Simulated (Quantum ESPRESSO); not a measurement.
Wanted: an ASE script for a Quantum ESPRESSO 7.5 run.

```
Task                : single point
Functional          : PBE
Potentials or basis : SSSP 1.3 efficiency PBE
Cutoff              : 816 eV
Density cutoff      : 5987 eV
k mesh              : 5 × 5 × 5
Occupations         : fermi-dirac, width 0.05 eV
Spin                : no spin polarisation
Mixing beta         : 0.5
Most SCF iterations : 120
SCF threshold       : 1e-09 Ry
```

The structure of RuBr4 lies in RuBr4.cif:

```cif
data_RuBr4
_cell_length_a 5.47798918
_cell_length_b 5.47798918
_cell_length_c 5.47798918
_cell_angle_alpha 90.00000000
_cell_angle_beta 90.00000000
_cell_angle_gamma 90.00000000
_space_group_name_H-M_alt 'P1'
_space_group_name_Hall 'P 1'
_space_group_IT_number 1
loop_
_space_group_symop_operation_xyz
'x,y,z'
loop_
_atom_site_label
_atom_site_type_symbol
_atom_site_symmetry_multiplicity
_atom_site_Wyckoff_symbol
_atom_site_fract_x
_atom_site_fract_y
_atom_site_fract_z
_atom_site_occupancy
Ru1 Ru 1 a 0.0000000000 0.0000000000 0.0000000000 1
Br1 Br 1 a 0.2500000000 0.2500000000 0.2500000000 1
Br2 Br 1 a 0.7500000000 0.7500000000 0.2500000000 1
Br3 Br 1 a 0.2500000000 0.7500000000 0.7500000000 1
Br4 Br 1 a 0.7500000000 0.2500000000 0.7500000000 1
```

The cell was built by a generator and needn't be a form met in nature.

These files were run (other wordings do the same):

run.py

```python
import numpy as np
from ase.calculators.espresso import Espresso, EspressoProfile
from ase.io import read

atoms = read('RuBr4.cif')

input_data = {
    'control': {'calculation': 'scf', 'prefix': 'pwscf', 'outdir': './tmp', 'tprnfor': True, 'tstress': True, 'disk_io': 'nowf'},
    'system': {'ecutwfc': 60.0, 'ecutrho': 440.0, 'nbnd': 31, 'occupations': 'smearing', 'smearing': 'fd', 'degauss': 0.00367493},
    'electrons': {'conv_thr': 1e-09, 'electron_maxstep': 120, 'mixing_beta': 0.5},
}
pseudopotentials = {'Br': 'br_pbe_v1.4.uspp.F.UPF', 'Ru': 'Ru_ONCV_PBE-1.0.oncvpsp.upf'}
profile = EspressoProfile(command='pw.x', pseudo_dir='pseudo')
dft = Espresso(profile=profile, input_data=input_data, pseudopotentials=pseudopotentials, kpts=(5, 5, 5), koffset=(0, 0, 0))
atoms.calc = dft

print(f'energy {atoms.get_potential_energy():.8f} eV')
print('forces (eV/A)')
print(np.round(atoms.get_forces(), 6))
print('stress (eV/A^3, Voigt)')
print(np.round(atoms.get_stress(), 8))
print(f'Fermi level {dft.get_fermi_level():.4f} eV')
```

Potentials or basis: SSSP 1.3 efficiency PBE.

Run with:

```bash
$ OMP_NUM_THREADS=1 python run.py
```

It gave:

```yaml
Pressure: -0.5 GPa
```

Wall time 44 s on 1 thread of Intel(R) Xeon(R) 6975P-C (Granite Rapids), with other jobs on the host, peak memory 0.66 GiB.
